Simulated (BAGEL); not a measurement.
# A workflow on InSi2H7 (SMILES [SiH3][SiH2][InH2])

Aim: the energy (HF/x2c-SVPall), then the energy (NEVPT2(2,2)/x2c-SVPall) of InSi2H7. 

Program for the calculation: BAGEL 1.2.2.

1 further run of the same task is left out (set aside as unsound or not needed).

### Step 1. The system as given

InSi2H7 has 10 atoms, charge 0, and is taken as a singlet. SMILES: `[SiH3][SiH2][InH2]`. The Si2–H7 distance was set to 2.386 Å, away from the relaxed value. At this shape a bond of the SMILES string is far longer than usual.

Bond lengths: Si1–Si2 2.339 Å, Si2–In3 2.571 Å, Si1–H4 1.488 Å, Si1–H5 1.489 Å, Si1–H6 1.489 Å, Si2–H8 1.492 Å, In3–H9 1.728 Å, In3–H10 1.728 Å. Some angles: Si1–Si2–In3 110.2°, Si1–Si2–H8 107.8°, In3–Si2–H8 111.1°, Si2–Si1–H4 112.1°, Si2–Si1–H5 109.8°, Si2–Si1–H6 109.8°, Si2–In3–H9 121.0°, Si2–In3–H10 120.2°, H4–Si1–H5 108.5°, H4–Si1–H6 108.5°. A long bond or contact: Si2–H7 2.386 Å.

### Step 2. The energy at HF/x2c-SVPall (DKH2, density fitting with AutoAux) (run 1)

The input, calc.json:

```json
{ "bagel": [

{
  "title": "molecule",
  "basis": "x2c-svpall.json",
  "df_basis": "x2c-svpall-autoaux.json",
  "angstrom": "true",
  "dkh": "true",
  "geometry": [
    { "atom": "Si", "xyz": [   -0.980234,    1.376856,   -1.226142 ] },
    { "atom": "Si", "xyz": [    0.493766,   -0.338144,   -0.626942 ] },
    { "atom": "In", "xyz": [    2.355466,    0.581856,    0.888558 ] },
    { "atom": "H", "xyz": [   -2.070434,    0.893256,   -2.116042 ] },
    { "atom": "H", "xyz": [   -0.237034,    2.456656,   -1.932042 ] },
    { "atom": "H", "xyz": [   -1.595034,    1.965056,   -0.004042 ] },
    { "atom": "H", "xyz": [   -0.761300,   -2.056900,    0.451800 ] },
    { "atom": "H", "xyz": [    1.059366,   -0.913344,   -1.881842 ] },
    { "atom": "H", "xyz": [    2.232066,    0.483656,    2.609358 ] },
    { "atom": "H", "xyz": [    3.739466,    1.352056,    0.196558 ] }
  ]
},
{
  "title": "hf"
},
{
  "title": "print",
  "file": "orbitals.molden",
  "orbitals": "true"
}

]}
```

The basis set x2c-SVPall is read from a file made from the Basis Set Exchange's data (not shown).

On the command line:

```bash
$ BAGEL_NUM_THREADS=1 BAGEL calc.json > calc.out
```

Log:

```text
* using 1 threads per process

  ===============================================================
  ===============================================================

  *** Geometry ***

  { "atom" : "Si", "xyz" : [     -1.852374,      2.601881,     -2.317073 ] },
  { "atom" : "Si", "xyz" : [      0.933083,     -0.639000,     -1.184749 ] },
  { "atom" : "In", "xyz" : [      4.451186,      1.099548,      1.679131 ] },
  { "atom" : "H", "xyz" : [     -3.912553,      1.688009,     -3.998740 ] },
  { "atom" : "H", "xyz" : [     -0.447929,      4.642407,     -3.651030 ] },
  { "atom" : "H", "xyz" : [     -3.014177,      3.713418,     -0.007638 ] },
  { "atom" : "H", "xyz" : [     -1.438648,     -3.886978,      0.853778 ] },
  { "atom" : "H", "xyz" : [      2.001912,     -1.725970,     -3.556166 ] },
  { "atom" : "H", "xyz" : [      4.217993,      0.913977,      4.930972 ] },
  { "atom" : "H", "xyz" : [      7.066567,      2.555016,      0.371441 ] },

  Number of auxiliary basis functions:      827

  Since a DF basis is specified, we compute 2- and 3-index integrals:
    o Being stored without compression. Storage requirement is 0.076 GB

  Number of basis functions:      107
  Number of electrons      :       84

    * METHOD: MOLECULE                             0.75

  *** RHF ***

  === Nuclear Repulsion ===
   380.5557387401

      * DIIS with orbital gradients will be used.

  === RHF iteration (x2c-svpall.json) ===
      0      -6458.91673135          0.00581775           0.39
      1      -6458.96934635          0.00187375           0.38
      2      -6458.97492147          0.00069244           0.38
      3      -6458.97565579          0.00007881           0.37
      4      -6458.97567212          0.00001848           0.37
      5      -6458.97567315          0.00000586           0.36
      6      -6458.97567327          0.00000236           0.37
      7      -6458.97567329          0.00000061           0.36
      8      -6458.97567330          0.00000014           0.35
      9      -6458.97567330          0.00000004           0.35
     10      -6458.97567330          0.00000001           0.35
     11      -6458.97567330          0.00000000           0.38
    * SCF iteration converged.

    * Permanent dipole moment:
           (   -0.485347,    -0.549642,     0.220599) a.u.

    * METHOD: HF                                   5.27

    * METHOD: PRINT                                0.03

  ===============================================================
```

It took 6.3 s on 1 thread of Arm Neoverse V1, shared host; peak memory 0.3 GiB.

### Step 3. The energy at NEVPT2(2,2)/x2c-SVPall (DKH2, density fitting with AutoAux) (run 2)

The input, input.json:

```json
{ "bagel": [

{
  "title": "molecule",
  "basis": "x2c-svpall.json",
  "df_basis": "x2c-svpall-autoaux.json",
  "angstrom": "true",
  "dkh": "true",
  "geometry": [
    { "atom": "Si", "xyz": [   -0.980234,    1.376856,   -1.226142 ] },
    { "atom": "Si", "xyz": [    0.493766,   -0.338144,   -0.626942 ] },
    { "atom": "In", "xyz": [    2.355466,    0.581856,    0.888558 ] },
    { "atom": "H", "xyz": [   -2.070434,    0.893256,   -2.116042 ] },
    { "atom": "H", "xyz": [   -0.237034,    2.456656,   -1.932042 ] },
    { "atom": "H", "xyz": [   -1.595034,    1.965056,   -0.004042 ] },
    { "atom": "H", "xyz": [   -0.761300,   -2.056900,    0.451800 ] },
    { "atom": "H", "xyz": [    1.059366,   -0.913344,   -1.881842 ] },
    { "atom": "H", "xyz": [    2.232066,    0.483656,    2.609358 ] },
    { "atom": "H", "xyz": [    3.739466,    1.352056,    0.196558 ] }
  ]
},
{ "title": "hf" },
{ "title": "nevpt2", "nstate": 1, "nact": 2, "nclosed": 41, "active": [42, 44], "maxiter": 200, "natocc": "true", "ncore": 28 },
{ "title": "print", "file": "orbitals.molden", "orbitals": "true" }

]}
```

The basis set x2c-SVPall is read from a file made from the Basis Set Exchange's data (not shown).

On the command line:

```bash
$ BAGEL_NUM_THREADS=1 BAGEL input.json > input.out
```

Log:

```text
* using 1 threads per process

  ===============================================================
  ===============================================================

  *** Geometry ***

  { "atom" : "Si", "xyz" : [     -1.852374,      2.601881,     -2.317073 ] },
  { "atom" : "Si", "xyz" : [      0.933083,     -0.639000,     -1.184749 ] },
  { "atom" : "In", "xyz" : [      4.451186,      1.099548,      1.679131 ] },
[... 6 lines of this table left out ...]
  { "atom" : "H", "xyz" : [      7.066567,      2.555016,      0.371441 ] },

  Number of auxiliary basis functions:      827

  Since a DF basis is specified, we compute 2- and 3-index integrals:
    o Being stored without compression. Storage requirement is 0.076 GB

  Number of basis functions:      107
  Number of electrons      :       84

    * METHOD: MOLECULE                             0.75

  *** RHF ***

[... 11 lines left out ...]
    * SCF iteration converged.
[... 1 line left out ...]
    * Permanent dipole moment:
[... 22 lines left out ...]
      0  0     -6458.98273230     8.70e-04      0.08

      1  0     -6459.00665118     1.60e-03      1.57
[... 21 lines of this table left out ...]
     12  0     -6459.01316229     3.55e-09      1.26

    * Second-order optimization converged. *

     guess   0:   closed 1.                   open ..

  === FCI iteration ===

      0  0     -6458.97313948     6.91e-02      0.00
      1  0     -6459.01300668     3.86e-03      0.00
      2  0 *   -6459.01316229     3.71e-16      0.00

     * ci vector, state   0, <S^2> = 0.0000
       2.     0.9604372497
       .2    -0.2784964801

  === DF-NEVPT2 calculation ===

    * 3-index integral transformation done
    * assembly done

      NEVPT2 correlation energy:   -0.3006367952      0.26

          (+0)     -0.2452943018
          (+0)'    -0.0289974198
          (+1)     -0.0061854359
          (+1)'    -0.0001584582
          (+2)     -0.0002737563
          (-1)     -0.0163508187
          (-1)'    -0.0000783948
          (-2)     -0.0032982098

      NEVPT2 total energy:       -6459.3137990893

    * METHOD: NEVPT2                              20.37

    * METHOD: PRINT                                0.03

  ===============================================================
```

It took 27 s on 1 thread of Arm Neoverse V1, shared host; peak memory 0.31 GiB.

### Step 4. Results

```
                                   quantity           value
         run 1, HF/x2c-SVPall: total energy  -6458.97567 Eh
        run 1, HF/x2c-SVPall: dipole moment          1.95 D
          run 1, HF/x2c-SVPall: HOMO energy        -9.35 eV
          run 1, HF/x2c-SVPall: LUMO energy         0.14 eV
        run 1, HF/x2c-SVPall: HOMO–LUMO gap         9.49 eV
run 2, NEVPT2(2,2)/x2c-SVPall: total energy  -6459.31380 Eh
```

One bond (run 1, HF/x2c-SVPall) is far stretched, which a spin-restricted single reference describes badly; a broken-symmetry solution may lie lower.
